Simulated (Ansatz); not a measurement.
# DyClO: the cost of one run

Program: Ansatz 0.2.0, driven from Python. Level of theory: DFT r2SCAN+U, plane waves, PAW. These are calculated values, not measurements.

### Step 1. Starting point

Symmetry: P4/nmm, No. 129, tetragonal system. Conventional cell: a = 3.910 Å, b = 3.910 Å, c = 6.724 Å, α = 90.00°, β = 90.00°, γ = 90.00°. Dy (site symmetry 4mm) is surrounded by 4 O at 2.25 Å and 5 Cl at 3.09 to 3.10 Å. Cl (site symmetry 4mm) has 5 Dy at 3.09 to 3.10 Å and 4 O at 3.18 Å as nearest neighbours. O (site symmetry -4m2) is surrounded by 4 Dy at 2.25 Å.

The script holds or builds the structure itself.

### Step 2. The script

The input, dyclo_pdos.py:

```python
"""Which atoms and shells make the states of DyClO."""

import ansatz as az
import numpy as np

crystal = (
    az.Lattice.of([3.910189, 0.0, 0.0], [0.0, 3.910189, 0.0], [0.0, 0.0, 6.723644])
    .atom("Dy", [0.0, 0.5, 0.166866], moment=5)
    .atom("Dy", [0.5, 0.0, 0.833134], moment=-5)
    .atom("Cl", [0.0, 0.5, 0.627766])
    .atom("Cl", [0.5, 0.0, 0.372234])
    .atom("O", [0.0, 0.0, 0.0])
    .atom("O", [0.5, 0.5, 0.0])
)

model = (
    crystal.calculation()
    .functional("r2SCAN")
    .kpoints(6, 6, 4)
    .occupations("Fermi-Dirac")
    .spin(az.SpinTreatment.COLLINEAR)
    .hubbard("Dy", "f", u=4.4, j=0.9)
    .scf(extra_bands=18)
    .density_of_states(projected=True, energy_step=0.05)
)
history = []
outcome = model.session().plan().execute(on_event=lambda event: history.append(event["data"]["dr2_ev"]) if event["event"] == "scf_iter" else None)
data = outcome.report
print("density residual by iteration (eV):", " ".join(f"{value:.1e}" for value in history[:40]))

dos = outcome.density_of_states()
energy = np.asarray(dos.energies_ev) - dos.fermi_ev
curves = {}
for site in outcome.projected_density_of_states().sites:
    for shell in site.shells:
        weight = sum(np.sum(curve.g_bin_mean_per_ev, axis=0) for curve in shell.curves)
        name = f"{site.species} {shell.label}"
        curves[name] = curves.get(name, 0) + weight

print("E-EF   " + " ".join(f"{name:>8s}" for name in curves))
for e in np.arange(-6, 6 + 0.1, 0.5):
    print(f"{e:5.1f}  " + " ".join(f"{np.interp(e, energy, g):8.3f}" for g in curves.values()))
```

### Step 3. The input behind the calls

The engine receives this input:

```yaml
crystal:
  lattice:
    - [3.910189, 0.0, 0.0]
    - [0.0, 3.910189, 0.0]
    - [0.0, 0.0, 6.723644]
  atoms:
    - { symbol: Dy, position: [0.0, 0.5, 0.166866], spin: 5.0 }
    - { symbol: Dy, position: [0.5, 0.0, 0.833134], spin: -5.0 }
    - { symbol: Cl, position: [0.0, 0.5, 0.627766] }
    - { symbol: Cl, position: [0.5, 0.0, 0.372234] }
    - { symbol: O, position: [0.0, 0.0, 0.0] }
    - { symbol: O, position: [0.5, 0.5, 0.0] }
kpoints:
  mp_grid:
    grid: [6, 6, 4]
hamiltonian:
  xc: r2scan
  hubbard:
    - { species: Dy, l: f, u: 4.4, j: 0.9 }
magnetization:
  spin_polarized: true
scf:
  n_extra_bands: 18
  occupations:
    method: fermi_dirac
output:
  dos:
    de: 0.05
    projected: true
```

### Step 4. The run

Launch:

```
> python dyclo_pdos.py
```

What time and memory should one allow on 1 thread of Arm Neoverse V2, shared host?

About 37 min, with a peak of 2.4 GiB.
